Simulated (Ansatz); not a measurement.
# BAs: the crystal squeezed far

The task here is to estimate one member of a computed series from the others.

Computed with Ansatz 0.2.0 (DFT PBE, with the methods named in each step, unless a step's input says otherwise).

## The system as given

Symmetry: F-43m, No. 216, cubic system. The conventional cell has a = 4.812 Å, b = 4.812 Å, c = 4.812 Å, α = 90.00°, β = 90.00°, γ = 90.00°. B (site symmetry -43m) has 4 As at 2.08 Å as nearest neighbours. As (site symmetry -43m) is surrounded by 4 B at 2.08 Å.

As a file:

```cif
data_structure
_symmetry_space_group_name_H-M 'P 1'
_symmetry_Int_Tables_number 1
_cell_length_a 3.4029
_cell_length_b 3.4029
_cell_length_c 3.4029
_cell_angle_alpha 60.000
_cell_angle_beta 60.000
_cell_angle_gamma 60.000
_cell_volume 27.86
loop_
_atom_site_label
_atom_site_type_symbol
_atom_site_fract_x
_atom_site_fract_y
_atom_site_fract_z
_atom_site_occupancy
B1 B 0.00000 0.00000 0.00000 1
As1 As 0.25000 0.25000 0.25000 1
```

Whether this phase is the stable one at these pressures isn't tested.

Atoms are numbered in the order of the input: B1, As2.

The first run:

The input, input.yaml:

```yaml
crystal:
  lattice:
    - [0.0, 2.4061959241, 2.4061959241]
    - [2.4061959241, 0.0, 2.4061959241]
    - [2.4061959241, 2.4061959241, 0.0]
  atoms:
    - { symbol: B, position: [0.0, 0.0, 0.0] }
    - { symbol: As, position: [0.25, 0.25, 0.25] }
kpoints:
  mp_grid: { grid: [14, 14, 14] }
scf:
  occupations: { method: fermi_dirac, width: 0.08 }
hamiltonian:
  xc: pbe
  pseudopotentials: { kind: paw }
output:
  forces: true
  stress: true
relax:
  f_tol: 0.005
  max_steps: 40
  cell: {}
```

The run is started by

```sh
ansatz run input.yaml --threads 1 --pin off --max-ram 2048MiB --backend cpu --events-out ev --progress --plain --runs-dir out
```

Steps of the session up to this table: Cell relaxed at zero pressure, PAW; Volume scaled by 1, PAW; Volume scaled by 0.94, PAW; Volume scaled by 0.94, PAW (level accurate); Volume scaled by 0.88, PAW; Volume scaled by 0.8, PAW; Volume scaled by 0.72, PAW; Volume scaled by 0.64, PAW; Volume scaled by 0.55, PAW; Volume scaled by 0.55, PAW (level accurate).

One of the session's tables, all rows but one given; the rest of the session is left out.

```
              method  volume over the first  volume (Å³/atom)  pressure (GPa)  gap on the k mesh (eV)
                 PAW                      1            13.905            0.00                    1.23
                 PAW                   0.94            13.070            9.23                    1.16
                 PAW                   0.88            12.236           21.80                    1.08
                 PAW                    0.8            11.124           46.03                    0.97
                 PAW                   0.72            10.011           83.30                    0.84
                 PAW                   0.64             8.899          142.05                    0.70
                 PAW                   0.55             7.648          254.09                    0.52
PAW (level accurate)                   0.94                 ?               ?                       ?
PAW (level accurate)                   0.55             7.648          254.31                    0.52
```

**Question.** Estimate the row for PAW (level accurate), 0.94.

**Answer.** volume (Å³/atom): 13.070; pressure (GPa): 9.19; gap on the k mesh (eV): 1.16.

Limits of these values: Warnings in the runs' records: written density without core change.
